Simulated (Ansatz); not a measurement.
# MnO2: equation of state with PBEsol

The system is MnO2.

```
CELL_PARAMETERS angstrom
0.00000 4.01999 4.01999
4.01999 0.00000 4.01999
4.01999 4.01999 0.00000
ATOMIC_POSITIONS crystal
Mn 0.12500 0.12500 0.12500
Mn 0.12500 0.12500 0.62500
Mn 0.62500 0.12500 0.12500
Mn 0.12500 0.62500 0.12500
O 0.36095 0.36095 0.36095
O 0.36095 0.36095 0.91714
O 0.91714 0.36095 0.36095
O 0.36095 0.91714 0.36095
O 0.88905 0.88905 0.33286
O 0.88905 0.88905 0.88905
O 0.88905 0.33286 0.88905
O 0.33286 0.88905 0.88905
```

The cell is a database's computed one.

```
Program             : Ansatz 0.2.0
Task                : equation of state
Functional          : PBEsol
Potentials or basis : Ansatz PAW
Cutoff              : 420 eV
Density cutoff      : 1680 eV
k mesh              : 6 × 6 × 6
Occupations         : fermi-dirac, width 0.05 eV
Spin                : collinear spin, ferromagnetic start
Starting moments    : [4.0, 4.0, 4.0, 4.0, 0.0, 0.0, 0.0, 0.0, 0.0, 0.0, 0.0, 0.0] μB
```

The equilibrium volume is 10.71 Å³/atom. The bulk modulus at fixed shape and positions is 205 GPa and the pressure derivative of the bulk modulus is 4.5.

Energy against volume, from the lowest point:
```tsv
volume (Å³/atom)	energy (meV/atom)
10.178	18.05
10.394	5.73
10.611	0.00
10.827	0.24
11.044	5.63
11.261	15.84
11.477	30.23
```

All runs of the series together: 91 s on 4 threads of Arm Neoverse V1, with other jobs on the host.

Caveat: the cell was scaled at fixed shape and fractional positions, which overstates the stiffness of a crystal with free parameters, most of all of layers and chains.
